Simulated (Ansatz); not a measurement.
# Alloy of AlN and BN (6 of 48 Al sites exchanged), 96 atoms, part 2 of 2

Ansatz 0.2.0, PAW. The steps go on from the part before.

### 3 Single point with r²SCAN

The input, in.yaml:

```yaml
crystal:
  lattice:
    - [9.157687, 0.000000, 0.000000]
    - [0.000000, 10.546496, 0.000000]
    - [0.000000, 0.000000, 9.763354]
  atoms:
    - { symbol: Al, position: [0.171980, 0.084698, 0.254395] }
    - { symbol: Al, position: [0.169484, 0.081727, 0.741743] }
    - { symbol: Al, position: [0.999895, 0.336261, 0.248460] }
    - { symbol: Al, position: [0.999067, 0.339930, 0.749083] }
    - { symbol: Al, position: [0.496900, 0.080809, 0.248842] }
    - { symbol: Al, position: [0.334871, 0.326045, 0.253458] }
    - { symbol: Al, position: [0.338162, 0.324490, 0.742525] }
    - { symbol: Al, position: [0.171735, 0.587202, 0.254107] }
    - { symbol: Al, position: [0.168016, 0.583291, 0.742029] }
    - { symbol: Al, position: [0.999549, 0.832530, 0.248173] }
    - { symbol: Al, position: [0.994482, 0.829636, 0.750216] }
    - { symbol: Al, position: [0.828954, 0.085740, 0.242001] }
    - { symbol: Al, position: [0.823621, 0.085911, 0.752547] }
    - { symbol: Al, position: [0.666290, 0.329874, 0.241586] }
    - { symbol: Al, position: [0.664022, 0.329136, 0.752074] }
    - { symbol: Al, position: [0.496645, 0.585231, 0.252871] }
    - { symbol: Al, position: [0.504720, 0.581756, 0.744280] }
    - { symbol: Al, position: [0.339055, 0.833085, 0.258280] }
    - { symbol: Al, position: [0.338310, 0.838108, 0.737173] }
    - { symbol: Al, position: [0.831920, 0.584165, 0.247605] }
    - { symbol: Al, position: [0.660129, 0.835745, 0.253153] }
    - { symbol: Al, position: [0.666540, 0.835699, 0.742869] }
    - { symbol: Al, position: [0.003096, 0.170312, 0.498480] }
    - { symbol: Al, position: [0.997724, 0.167694, 0.998392] }
    - { symbol: Al, position: [0.340205, 0.163896, 0.990578] }
    - { symbol: Al, position: [0.176908, 0.414948, 0.498253] }
    - { symbol: Al, position: [0.170703, 0.417845, 0.999125] }
    - { symbol: Al, position: [0.000488, 0.666592, 0.504121] }
    - { symbol: Al, position: [0.998189, 0.664541, 0.992081] }
    - { symbol: Al, position: [0.653525, 0.160896, 0.499966] }
    - { symbol: Al, position: [0.496712, 0.412960, 0.498409] }
    - { symbol: Al, position: [0.500047, 0.410865, 0.999155] }
    - { symbol: Al, position: [0.336456, 0.669054, 0.996815] }
    - { symbol: Al, position: [0.175088, 0.914619, 0.499653] }
    - { symbol: Al, position: [0.169200, 0.916343, 0.998655] }
    - { symbol: Al, position: [0.829695, 0.421641, 0.503002] }
    - { symbol: Al, position: [0.830653, 0.413330, 0.992268] }
    - { symbol: Al, position: [0.660021, 0.671701, 0.503773] }
    - { symbol: Al, position: [0.666821, 0.666348, 0.992667] }
    - { symbol: Al, position: [0.502574, 0.923074, 0.990703] }
    - { symbol: Al, position: [0.828528, 0.921366, 0.498522] }
    - { symbol: Al, position: [0.826888, 0.920447, 0.999840] }
    - { symbol: B, position: [0.505364, 0.085102, 0.740767] }
    - { symbol: B, position: [0.830902, 0.582847, 0.752675] }
    - { symbol: B, position: [0.340095, 0.153279, 0.506578] }
    - { symbol: B, position: [0.665188, 0.166321, 0.993192] }
    - { symbol: B, position: [0.341661, 0.669723, 0.506756] }
    - { symbol: B, position: [0.495909, 0.920763, 0.508351] }
    - { symbol: N, position: [0.002316, 0.166578, 0.192650] }
    - { symbol: N, position: [0.994697, 0.169898, 0.691388] }
    - { symbol: N, position: [0.334943, 0.164082, 0.182402] }
    - { symbol: N, position: [0.353241, 0.152432, 0.677067] }
    - { symbol: N, position: [0.171204, 0.418062, 0.195059] }
    - { symbol: N, position: [0.171488, 0.413503, 0.688529] }
    - { symbol: N, position: [0.000918, 0.664198, 0.187264] }
    - { symbol: N, position: [0.980225, 0.654992, 0.698169] }
    - { symbol: N, position: [0.660156, 0.163835, 0.165543] }
    - { symbol: N, position: [0.647258, 0.158574, 0.690635] }
    - { symbol: N, position: [0.497719, 0.417032, 0.193284] }
    - { symbol: N, position: [0.501812, 0.414395, 0.689057] }
    - { symbol: N, position: [0.334486, 0.669989, 0.187932] }
    - { symbol: N, position: [0.338989, 0.668712, 0.670635] }
    - { symbol: N, position: [0.169894, 0.916248, 0.195169] }
    - { symbol: N, position: [0.162257, 0.912052, 0.689380] }
    - { symbol: N, position: [0.832174, 0.417695, 0.185027] }
    - { symbol: N, position: [0.828823, 0.433574, 0.698888] }
    - { symbol: N, position: [0.664917, 0.667899, 0.188908] }
    - { symbol: N, position: [0.684993, 0.659361, 0.696335] }
    - { symbol: N, position: [0.498269, 0.917554, 0.183369] }
    - { symbol: N, position: [0.502703, 0.934887, 0.676241] }
    - { symbol: N, position: [0.830187, 0.915568, 0.192711] }
    - { symbol: N, position: [0.833761, 0.920266, 0.690069] }
    - { symbol: N, position: [0.187375, 0.090335, 0.452089] }
    - { symbol: N, position: [0.166421, 0.083428, 0.935204] }
    - { symbol: N, position: [0.000725, 0.340906, 0.441609] }
    - { symbol: N, position: [0.002503, 0.335032, 0.940789] }
    - { symbol: N, position: [0.479309, 0.069072, 0.446871] }
    - { symbol: N, position: [0.515571, 0.090678, 0.917023] }
    - { symbol: N, position: [0.338137, 0.305415, 0.449075] }
    - { symbol: N, position: [0.333634, 0.330870, 0.935112] }
    - { symbol: N, position: [0.189665, 0.595893, 0.451126] }
    - { symbol: N, position: [0.170121, 0.585289, 0.935040] }
    - { symbol: N, position: [0.999535, 0.835321, 0.441566] }
    - { symbol: N, position: [0.996699, 0.836432, 0.942787] }
    - { symbol: N, position: [0.829885, 0.088742, 0.436125] }
    - { symbol: N, position: [0.813067, 0.094430, 0.947375] }
    - { symbol: N, position: [0.665856, 0.330387, 0.437012] }
    - { symbol: N, position: [0.665510, 0.312233, 0.945810] }
    - { symbol: N, position: [0.481323, 0.590683, 0.449434] }
    - { symbol: N, position: [0.500504, 0.579192, 0.936856] }
    - { symbol: N, position: [0.352646, 0.825678, 0.456561] }
    - { symbol: N, position: [0.336853, 0.835555, 0.930897] }
    - { symbol: N, position: [0.829016, 0.588731, 0.437971] }
    - { symbol: N, position: [0.830745, 0.580622, 0.919248] }
    - { symbol: N, position: [0.643085, 0.847656, 0.451302] }
    - { symbol: N, position: [0.665331, 0.833898, 0.934583] }
  symmetry: { detect: false }
kpoints:
  mp_grid: { grid: [1, 1, 1], shift: [0.25, 0.25, 0.25] }
hamiltonian:
  xc: r2scan
scf:
  occupations: { method: fermi_dirac, width: 0.01 }
output:
  forces: true
  eigenvalues: true
  populations: true
  eigenstates: { kpoints: [[0.25, 0.25, 0.25]], e_range: [-6.0, 6.0], localisation: true }
```

Started as:

```
> ansatz run in.yaml --threads 2 --pin off --max-ram 30400MiB --runs-dir r --events-out ev --progress --plain --backend cuda --devices 0, --max-vram 18GiB
```

Log:

```text
Pseudopotentials: kind: paw
Functional definition: r2SCAN
  parameter k0 = 0.174
  parameter k1 = 0.065
  parameter a1 = 4.9479
  exchange = r2scan_x(k0 = k0, k1 = k1, a1 = a1)
  correlation = r2scan_c
Crystal: 96 atoms, lattice volume = 942.959 Å³
Basis set: ecut = 500 eV, 23953 PW (Γ), exchange–correlation on 288×320×288 points (64 copies of the dense FFT grid, shifted against one another)
Bands: 288, of which v1, the nominal top of the filled ones, is band 192 counted from 1 (191 counted from 0)
Symmetry: 1 space group operations
k-points: 1
Non-local potential: Al, projectors of the file, l = 0: 2, l = 1: 2, l = 2: 1
Non-local potential: B, projectors of the file, l = 0: 2, l = 1: 2, l = 2: 1
Non-local potential: N, projectors of the file, l = 0: 2, l = 1: 2, l = 2: 1
PAW form: soft (Blöchl's): semilocal exchange-correlation on the pseudo side does not see the compensation charge
PAW frozen core: Al, regenerated for the run's functional (the file was generated under x = pbe(κ = 0.804, μ = 0.2195149727645171), c = pbe(β = 0.06672455060314922))
PAW frozen core: B, regenerated for the run's functional (the file was generated under x = pbe(κ = 0.804, μ = 0.2195149727645171), c = pbe(β = 0.06672455060314922))
PAW frozen core: N, regenerated for the run's functional (the file was generated under x = pbe(κ = 0.804, μ = 0.2195149727645171), c = pbe(β = 0.06672455060314922))
PAW one-centre angular grid: Al, 302 points (default); XC on 160 Gauss nodes
PAW one-centre angular grid: B, 302 points (default); XC on 160 Gauss nodes
PAW one-centre angular grid: N, 302 points (default); XC on 160 Gauss nodes
Initial density: superposition of atomic densities (neutral atoms: chi_scale 0, normalization atom), corrected by the library's trained network
Initial wavefunctions: pseudopotential atomic-orbital guess
Functional: x = r2scan, c = r2scan; τ floored in thin density (d = 2e-4 eV/Å³)
SCF iter   1: F=—  HF=-42246.201383 eV  |F-HF|=—  |Δ(HF+E_count)|=         —  Δρ=7.38e-3  dr2=5.73e-1  dr2_τ=8.01e0  ethr=1.77e-3  ⟨swp⟩=6.0  Hψ=1325  notcnv=0  defer=47
preconditioner: auto → Resta (q_TF=auto, 2.349 Å⁻¹)  ε∞=3.7  [insulator: Δε(μ)=5.651 eV  Ē_g=14.501 eV  σ=0.010 eV  W_gap=1.00  n_scr=206 (ndim 8)  ℏωp=23.7 eV  f_vac=0.000  D(μ)=0.00/eV (n_scr^D=0)  ε∞_Penn≈3.7]
SCF iter   2: F=—  HF=-42249.666607 eV  |F-HF|=—  |Δ(HF+E_count)|=    3.47e0  Δρ=5.30e-3  dr2=2.12e-1  dr2_τ=5.59e-3  ethr=1.49e-4  ⟨swp⟩=3.0  Hψ=542  notcnv=0  defer=87
SCF iter   3: F=—  HF=-42249.637300 eV  |F-HF|=—  |Δ(HF+E_count)|=   2.93e-2  Δρ=1.44e-3  dr2=1.70e-2  dr2_τ=2.90e-3  ethr=5.52e-5  ⟨swp⟩=3.0  Hψ=353  notcnv=0  defer=87
SCF iter   4: F=—  HF=-42249.634336 eV  |F-HF|=—  |Δ(HF+E_count)|=   2.96e-3  Δρ=4.70e-4  dr2=1.88e-3  dr2_τ=5.56e-4  ethr=4.43e-6  ⟨swp⟩=3.0  Hψ=401  notcnv=0  defer=87
SCF iter   5: F=—  HF=-42249.635060 eV  |F-HF|=—  |Δ(HF+E_count)|=   7.24e-4  Δρ=1.51e-4  dr2=2.17e-4  dr2_τ=5.90e-6  ethr=4.90e-7  ⟨swp⟩=3.0  Hψ=393  notcnv=0  defer=87
SCF iter   6: F=—  HF=-42249.635058 eV  |F-HF|=—  |Δ(HF+E_count)|=   1.56e-6  Δρ=3.89e-5  dr2=1.17e-5  dr2_τ=1.58e-6  ethr=5.66e-8  ⟨swp⟩=2.0  Hψ=389  notcnv=0  defer=87
SCF iter   7: F=—  HF=-42249.635490 eV  |F-HF|=—  |Δ(HF+E_count)|=   4.32e-4  Δρ=8.42e-6  dr2=5.81e-7  dr2_τ=8.30e-8  ethr=3.06e-9  ⟨swp⟩=2.0  Hψ=433  notcnv=0  defer=87
SCF iter   8: F=-42249.635490 eV  HF=-42249.635490 eV  |F-HF|=1.45e-8  |Δ(HF+E_count)|=   1.03e-7  Δρ=2.76e-6  dr2=6.38e-8  dr2_τ=9.35e-9  ethr=2.60e-11  ⟨swp⟩=16.0  Hψ=1963  notcnv=0
SCF 1 converged in 8 iterations: F = -42249.635490 eV  dr2 = 6.38e-8
NSCF: frozen V_eff on 1 k-points
SCF converged after 8 iterations
Free energy (F): -42249.635490 eV
Harris-Foulkes:  -42249.635490 eV  (|F-HF|=1.45e-8)
Internal energy: -42249.635490 eV  (E = F + TS)
E sigma→0 (E₀):  -42249.635490 eV
Fermi energy:    9.997249 eV
--- Per-component energies (eV) ---
  E_band       = 598.519549
  E_kinetic    = 7829.938234
  E_local      = -10875.554895  (includes V_loc(G=0)·N_el)
  E_nonlocal   = 2614.712815
  E_hartree    = 3803.200554
  E_xc         = -4699.667771
  E_vxc        = -5762.725196  (∫ρ·V_xc dr)
  E_paw        = -26558.767322  (= ΣΔE_a)
  E_vpaw       = -1124.780946  (= ΣTr[D̂ρ^β])
  E_aug_tail   = 0.000872  (compensation charges beyond the density's cutoff)
  E_vtau       = 310.546069  (kinetic-family band-sum trace: ∫τ·v_τ [+ j·A + Jᵃ·Aᵃ] dr)
  E_ewald      = -14359.443688
  E_core_change = -4.054290  (= ΣΔE_core)
  E_smearing   = -0.000000  (= −TS)
  E_closure    = 0.000000  (closes the sum)
  Σ components = -42249.635490   (vs F -42249.635490, Δ=0.00e0)
--- Forces (eV/Å), atoms counted from 1 ---
  atom   1  Al     0.02337640     0.00120934    -0.04304534
  atom   2  Al    -0.01727824    -0.05645926     0.03472140
  atom   3  Al     0.01038203    -0.00084687     0.01497826
  atom   4  Al     0.04051210    -0.00788676     0.04131058
  atom   5  Al    -0.06515852    -0.04333098    -0.09288123
  atom   6  Al     0.00339481    -0.02311128    -0.03897205
  atom   7  Al     0.02583201     0.06844928     0.02354002
  atom   8  Al     0.03970277     0.01078543    -0.03672728
  atom   9  Al    -0.02474285    -0.06742744     0.03972633
  atom  10  Al     0.00392541     0.01140778     0.01959405
  atom  11  Al    -0.02138657     0.04585110     0.02780664
  atom  12  Al     0.04040936    -0.03099242     0.00461117
  atom  13  Al    -0.02158983    -0.03543435    -0.00486335
  atom  14  Al    -0.01393080     0.04922641    -0.01007425
  atom  15  Al    -0.08588315     0.01123407     0.01948695
  atom  16  Al    -0.03579098     0.01387097    -0.03251910
  atom  17  Al     0.02096373    -0.06067265     0.01938665
  atom  18  Al     0.00862548    -0.02139924    -0.06714660
  atom  19  Al    -0.05875367     0.01871248     0.00278451
  atom  20  Al    -0.00360508     0.00493534     0.01041378
  atom  21  Al    -0.02080814     0.02701571    -0.05284676
  atom  22  Al     0.09445252     0.03438977     0.04917430
  atom  23  Al    -0.01662468     0.04180410     0.05568043
  atom  24  Al     0.01086388     0.05451017     0.02454597
  atom  25  Al    -0.03369446     0.06741017     0.00419192
  atom  26  Al    -0.04198553    -0.04675280     0.09585738
  atom  27  Al    -0.00962190    -0.01517353    -0.02331113
  atom  28  Al    -0.04200637     0.03710695     0.01765298
  atom  29  Al     0.03561985     0.02680417    -0.00729185
  atom  30  Al     0.02876785     0.01211918     0.04335284
  atom  31  Al     0.01492416    -0.05698811     0.08049460
  atom  32  Al    -0.04492465    -0.01307935     0.00745586
  atom  33  Al    -0.01201892    -0.01311382    -0.00065509
  atom  34  Al    -0.00503880     0.00217146     0.09676732
  atom  35  Al    -0.01577690     0.01423993    -0.02149236
  atom  36  Al     0.01595429     0.02955696    -0.01742627
  atom  37  Al     0.05469605    -0.04282013     0.02281079
  atom  38  Al     0.00934180    -0.01507000     0.04000283
  atom  39  Al    -0.03167107     0.00980273    -0.02789242
  atom  40  Al     0.02774475    -0.05845734    -0.01085995
  atom  41  Al     0.00605192     0.04412874     0.05533314
  atom  42  Al    -0.02156552    -0.03318373     0.01897045
  atom  43  B      0.06276002     0.05387236    -0.04760232
  atom  44  B      0.00584577     0.00115266     0.03810624
  atom  45  B     -0.01409736    -0.05325411     0.02512797
  atom  46  B      0.07478324     0.04807092    -0.01300557
  atom  47  B      0.03617658    -0.03556023     0.08115053
  atom  48  B      0.02531394     0.00839105     0.05340806
  atom  49  N     -0.02183253     0.01173296    -0.01566370
  atom  50  N      0.00684235     0.01576155    -0.03830608
  atom  51  N      0.01396086     0.00104355     0.05540616
  atom  52  N     -0.21303577     0.13766867     0.13493476
  atom  53  N     -0.01528340    -0.01072270     0.00492641
  atom  54  N     -0.01699512     0.01025086    -0.03924871
  atom  55  N     -0.02043353     0.01367567     0.02380216
  atom  56  N      0.23930680     0.15045911    -0.12949384
  atom  57  N      0.01725785     0.01020575     0.30558937
  atom  58  N      0.19525879     0.10024286    -0.10391471
  atom  59  N      0.01820562    -0.02906787    -0.00476547
  atom  60  N      0.00144973    -0.01421580    -0.01538340
  atom  61  N      0.00938383    -0.01468008     0.02832456
  atom  62  N      0.00722930     0.01130847     0.19739697
  atom  63  N     -0.01152781     0.00767475     0.01149759
  atom  64  N      0.05126725     0.01642924    -0.04182437
  atom  65  N     -0.00299425    -0.00718241     0.00485324
  atom  66  N      0.02191683    -0.26759019    -0.11488687
  atom  67  N      0.01080854    -0.00946760     0.02775872
  atom  68  N     -0.26179754     0.13555177    -0.12926706
  atom  69  N      0.01786055     0.01760819     0.06194505
  atom  70  N     -0.01770891    -0.27232667     0.11937792
  atom  71  N     -0.00553675     0.02259565    -0.01763555
  atom  72  N     -0.03590309    -0.01665655    -0.00608317
  atom  73  N     -0.20910048    -0.12653455    -0.11302797
  atom  74  N      0.01711267    -0.01950558    -0.00657415
  atom  75  N      0.01105422    -0.02937488    -0.02055792
  atom  76  N     -0.03018842    -0.00085078    -0.02037297
  atom  77  N      0.20364660     0.14100391    -0.17746707
  atom  78  N     -0.23558186    -0.14287780     0.18324024
  atom  79  N      0.00577723     0.33689396    -0.12526436
  atom  80  N      0.02852458    -0.02163686     0.01366664
  atom  81  N     -0.24281132    -0.13867209    -0.12736383
  atom  82  N     -0.00430795    -0.00274565     0.00100789
  atom  83  N      0.00155635    -0.01712652    -0.02510150
  atom  84  N      0.00763593    -0.01919513    -0.03638179
  atom  85  N     -0.01940538    -0.05309366    -0.00173254
  atom  86  N      0.20121998    -0.13374890    -0.10932857
  atom  87  N     -0.03520398     0.01570987     0.00897999
  atom  88  N      0.00007357     0.24927801    -0.11118061
  atom  89  N      0.21655139    -0.10715575    -0.10561845
  atom  90  N      0.01657586     0.03034468    -0.01138071
  atom  91  N     -0.22471275     0.12818389    -0.18908422
  atom  92  N      0.00116680     0.00823574     0.01608896
  atom  93  N      0.00951169    -0.02861107    -0.02021497
  atom  94  N     -0.00521564     0.00950537     0.24004461
  atom  95  N      0.24043886    -0.13753036    -0.10472066
  atom  96  N     -0.00450156     0.02205534     0.00143930
  max |Σ_I F_I| component: 1.73e-3 eV/Å
--- Band table (eV) ---
  k-point 0: bands = [... 180 lower levels ..., "6.6671", "6.7061", "6.7273", "6.7566", "6.8095", "6.8351", "6.8666", "6.9268", "6.9938", "7.0669", "7.1441", "7.1824", "12.8119", "12.9124", "13.0085", "13.2009", "13.2741", "13.3037", "13.3651", "13.4487", "13.4919", "13.5791", "13.6424", "13.7351", ... 84 higher levels ...]
--- Löwdin populations: 96 sites ---
  site symbol       q [e]
     0     Al      1.8458
     1     Al      1.8364
     2     Al      1.8432
     3     Al      1.8428
     4     Al      1.8607
     5     Al      1.8559
     6     Al      1.8247
     7     Al      1.8536
     8     Al      1.8395
     9     Al      1.8435
    10     Al      1.8346
    11     Al      1.8512
    12     Al      1.8344
    13     Al      1.8505
    14     Al      1.8420
    15     Al      1.8454
    16     Al      1.8375
    17     Al      1.8412
    18     Al      1.8328
    19     Al      1.8519
    20     Al      1.8517
    21     Al      1.8411
    22     Al      1.8489
    23     Al      1.8361
    24     Al      1.8399
    25     Al      1.8627
    26     Al      1.8275
    27     Al      1.8634
    28     Al      1.8361
    29     Al      1.8349
    30     Al      1.8617
    31     Al      1.8360
    32     Al      1.8369
    33     Al      1.8423
    34     Al      1.8403
    35     Al      1.8493
    36     Al      1.8392
    37     Al      1.8570
    38     Al      1.8345
    39     Al      1.8395
    40     Al      1.8496
    41     Al      1.8379
    42      B      2.6286
    43      B      2.6175
    44      B      2.6302
    45      B      2.6240
    46      B      2.6326
    47      B      2.6379
    48      N      6.0875
    49      N      6.0772
    50      N      6.1028
    51      N      5.7106
    52      N      6.0828
    53      N      6.1031
    54      N      6.0866
    55      N      5.8875
    56      N      5.8943
    57      N      5.8900
    58      N      6.0899
    59      N      6.1111
    60      N      6.1053
    61      N      5.8848
    62      N      6.0807
    63      N      6.1071
    64      N      6.0957
    65      N      5.8855
    66      N      6.0814
    67      N      5.8918
    68      N      6.0995
    69      N      5.7133
    70      N      6.0958
    71      N      6.1073
    72      N      5.8786
    73      N      6.0849
    74      N      6.0872
    75      N      6.1054
    76      N      5.6936
    77      N      5.7308
    78      N      5.8902
    79      N      6.1020
    80      N      5.8726
    81      N      6.0927
    82      N      6.0799
    83      N      6.0897
    84      N      6.0794
    85      N      5.8827
    86      N      6.0739
    87      N      5.8841
    88      N      5.8749
    89      N      6.0909
    90      N      5.7285
    91      N      6.0877
    92      N      6.0853
    93      N      5.8957
    94      N      5.8741
    95      N      6.1043
  spilling = 0.008215 (of n_electrons = 384.000000)
```

Wall time 25 s (1 × NVIDIA H100 80GB HBM3 with 2 threads of AMD EPYC 7R13, shared host); peak host memory 2.5 GiB.

At the single k point (¼, ¼, ¼) the filled levels end at 7.182 eV and the empty ones begin at 12.812 eV, a spacing of 5.63 eV.

Frontier states and how far they spread:

| level (eV) | spin | filling | atoms sharing it | main element | its share | largest atom |
| --- | --- | --- | --- | --- | --- | --- |
| -0.26 | both | 2.00 | 45.9 | N | 0.84 | – |
| -0.19 | both | 2.00 | 49.2 | N | 0.85 | – |
| -0.12 | both | 2.00 | 39.8 | N | 0.85 | – |
| -0.04 | both | 2.00 | 39.0 | N | 0.85 | – |
| 0.00 | both | 2.00 | 51.8 | N | 0.86 | – |
| 5.63 | both | 0.00 | 76.0 | Al | 0.49 | – |
| 5.73 | both | 0.00 | 76.0 | N | 0.50 | – |
| 5.83 | both | 0.00 | 83.4 | N | 0.47 | – |

The largest force by r²SCAN is 0.36 eV/Å, on N79: the geometry is not this level's minimum.

### 4 Summary of results

This closing draws on all 2 parts. Changes of volume or cell count from the first structure of part 1.

```
             level        time  top filled to lowest empty (eV)
PBEsol, relaxation  54 s (GPU)                             4.89
            r²SCAN  25 s (GPU)                             5.63
```

```
     quantity                                                                       value
   relaxation                                           8 recorded steps, 11.76 eV gained
largest shift                                                                0.33 Å (N95)
 relaxed cell  a = 9.158 Å, b = 10.546 Å, c = 9.763 Å, α = 90.00°, β = 90.00°, γ = 90.00°
   mean bonds                                                     Al–N 1.886, B–N 1.665 Å
```

**What this shows.** The relaxation lowers the energy by 11.76 eV; the largest shift is 0.33 Å (N95), while the volume changes by +0.1 %. The mean lengths of the listed bonds run from B–N 1.66 Å to Al–N 1.89 Å. With one k point the spacing samples only the states that fold onto it, so it can exceed the gap over the zone.
